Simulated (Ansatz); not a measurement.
**YbAlCu (P-62m): equation of state with a fit from a Python script**

Where is the equilibrium volume of YbAlCu (P-62m), and how stiff is it? A script is to give an equation of state with a fit; the system is YbAlCu (P-62m).

All numbers are computed with Ansatz 0.2.0 through its Python package. Level of theory: DFT PBEsol, plane waves, PAW.

### Step 1. The system

It takes space group P-62m (No. 189, hexagonal). Conventional cell: a = 7.091 Å, b = 7.091 Å, c = 3.982 Å, α = 90.00°, β = 90.00°, γ = 120.00°. Yb (site symmetry m2m) is surrounded by 5 Cu at 2.92 to 2.95 Å and 6 Al at 3.17 to 3.25 Å. Al (site symmetry m2m) is surrounded by 4 Cu at 2.60 to 2.78 Å and 2 Al at 2.89 Å. Around Cu (site symmetry -6) lie 3 Al at 2.78 Å and 6 Yb at 2.92 Å. Around Cu (site symmetry -62m) lie 6 Al at 2.60 Å and 3 Yb at 2.95 Å.

No structure file is read: the coordinates are typed or built in the script.

### Step 2. Script

Input file eos_ybalcu.py:

```python
"""Bulk modulus of YbAlCu from an E(V) curve."""

import ansatz
from ase.eos import EquationOfState
from ase.units import GPa
import numpy as np

VECTORS = np.array([
    [7.090872, 0.0, 0.0],
    [-3.545436, 6.140875, 0.0],
    [0.0, 0.0, 3.981984],
])
SITES = [
    ("Yb", [0.41641, 0.0, 0.5]),
    ("Yb", [0.0, 0.41641, 0.5]),
    ("Yb", [0.58359, 0.58359, 0.5]),
    ("Al", [0.764907, 0.0, 0.0]),
    ("Al", [0.0, 0.764907, 0.0]),
    ("Al", [0.235093, 0.235093, 0.0]),
    ("Cu", [1 / 3, 2 / 3, 0.0]),
    ("Cu", [2 / 3, 1 / 3, 0.0]),
    ("Cu", [0.0, 0.0, 0.5]),
]


def on_lattice(cell):
    crystal = ansatz.Crystal(lattice=ansatz.Lattice.of(cell))
    for symbol, position in SITES:
        crystal = crystal.atom(symbol, position)
    return crystal

# uniform scaling of the cell
volumes, energies = [], []
for scale in np.linspace(0.92, 1.08, 7):
    cell = VECTORS * scale ** (1 / 3)
    calculation = (
        on_lattice(cell).calculation()
        .occupations("fermi_dirac", width=0.15)
        .functional("pbesol")
        .scf(tolerance=1e-09)
        .basis(500)
        .kpoints(5, 5, 7)
    )
    r = calculation.run(threads=1).report
    volumes.append(abs(np.linalg.det(cell)) / len(SITES))
    energies.append(r["free_energy_ev"] / len(SITES))
    print(f"V = {volumes[-1]:8.4f} A^3/atom  F = {energies[-1]:.5f} eV/atom")

eos = EquationOfState(volumes, energies, eos="sj")
v0, e0, bulk = eos.fit()
print(f"V0 = {v0:.4f} A^3/atom, E0 = {e0:.5f} eV/atom, B = {bulk / GPa:.1f} GPa")
eos.plot("eos.png")
```

### Step 3. The calls as engine input

The engine receives this input (first run):

```yaml
crystal:
  lattice:
    - [6.896502875348152, 0.0, 0.0]
    - [-3.448251437674076, 5.972546408206718, 0.0]
    - [0.0, 0.0, 3.8728331445822652]
  atoms:
    - { symbol: Yb, position: [0.41641, 0.0, 0.5] }
    - { symbol: Yb, position: [0.0, 0.41641, 0.5] }
    - { symbol: Yb, position: [0.58359, 0.58359, 0.5] }
    - { symbol: Al, position: [0.764907, 0.0, 0.0] }
    - { symbol: Al, position: [0.0, 0.764907, 0.0] }
    - { symbol: Al, position: [0.235093, 0.235093, 0.0] }
    - { symbol: Cu, position: [0.3333333333333333, 0.6666666666666666, 0.0] }
    - { symbol: Cu, position: [0.6666666666666666, 0.3333333333333333, 0.0] }
    - { symbol: Cu, position: [0.0, 0.0, 0.5] }
basis:
  ecutwfc: 500.0
kpoints:
  mp_grid:
    grid: [5, 5, 7]
hamiltonian:
  xc: pbesol
scf:
  convergence:
    dr2_threshold: 1.0e-09
  occupations:
    method: fermi_dirac
    width: 0.15
```

### Step 4. Running it

Run with:

```sh
> python eos_ybalcu.py
```

**Question.** Estimate the equilibrium volume and the bulk modulus.

**Answer**, as computed:

| quantity | value |
| --- | --- |
| runs compared | 7 |
| range of energy | 62.30 meV/atom |
| lowest point, volume (Å³/atom) | 18.238 |
| equilibrium volume (fit) | 18.35 Å³/atom |
| bulk modulus (fit) | 77 GPa |

A third-order Birch-Murnaghan fit through the 7 points has its minimum at 18.35 Å³ an atom, 4.7 % below the typed cell, with a bulk modulus of 77 GPa and dB/dP = 4.5. From that minimum the energy rises by 5.5 meV an atom on the compressed side and 62.5 meV on the expanded side. The window is off centre, so dB/dP is rough. Notes:
- Semilocal functionals put the nearly full 4f shell of Yb too close to the Fermi level.
- Shape and fractional positions are held along the curve, so the bulk modulus is an upper value where they are free to relax.
- A Fermi-Dirac width this large means warm electrons, whose thermal share enters the free energy.
- The structure comes from a database of computed cells and needn't be a stable or known phase.
